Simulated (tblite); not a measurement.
# C7H13NOSi: the cost of one run

Computed with tblite 0.8.0 and PySCF 2.14.0, with density-fitted response routines of our own, on a single molecule in the gas phase. Atoms are numbered from 0 throughout.

## 1. Starting geometry

23 atoms, charge 0, multiplicity 1; geometry from: force field or distance geometry start.

Bonds of the start (Å): C0–O1 1.42, O1–C2 1.37, C2–C3 1.32, C3–C4 1.41, C4–C5 1.31, C5–N6 1.40, N6–C7 1.45, N6–C8 1.45, C5–Si9 1.87, Si9–C2 1.87, C0–H10 1.11, C0–H11 1.13, C0–H12 1.10, C3–H13 1.12, C4–H14 1.12, C7–H15 1.12, C7–H16 1.11, C7–H17 1.12, C8–H18 1.11, C8–H19 1.09, C8–H20 1.12, Si9–H21 1.47, Si9–H22 1.46.

## 2. Geometry optimisation with GFN2-xTB

Job settings and geometry (Å):

```
{"job": {"kind": "relax", "xc": "GFN2-xTB", "basis": "xTB"}, "charge": 0, "multiplicity": 1}
C      4.310500    -0.010900    -0.028000
O      3.135200     0.704800     0.324100
C      1.862000     0.300700     0.031400
C      1.392400    -0.523700    -0.882200
C     -0.005400    -0.733200    -0.936000
C     -0.770500    -0.071300    -0.105100
N     -2.163100    -0.045500     0.077900
C     -2.842400    -1.298300     0.336800
C     -2.907100     1.197900     0.024000
Si     0.374900     0.959700     0.949600
H      5.239000     0.493300     0.322400
H      4.337900     0.006100    -1.153500
H      4.317900    -1.056900     0.321900
H      2.115400    -1.054100    -1.554100
H     -0.481100    -1.415700    -1.678700
H     -3.630900    -1.209900     1.129700
H     -2.080000    -2.055900     0.597600
H     -3.342000    -1.605400    -0.617900
H     -2.276100     2.070700     0.299600
H     -3.352300     1.278200    -0.970100
H     -3.760000     1.120800     0.738900
H      0.147600     2.387900     0.696400
H      0.373400     0.587600     2.358200
```

Run with:

```bash
$ OMP_NUM_THREADS=1 python probes_run.py task.json out
```

The driver reads the jobs from task.json and runs them one after another.

Q: Estimate the wall time and peak memory of this first job on 1 thread of Arm Neoverse V1, shared host.

About 1.4 s, with a peak of 0.18 GiB.
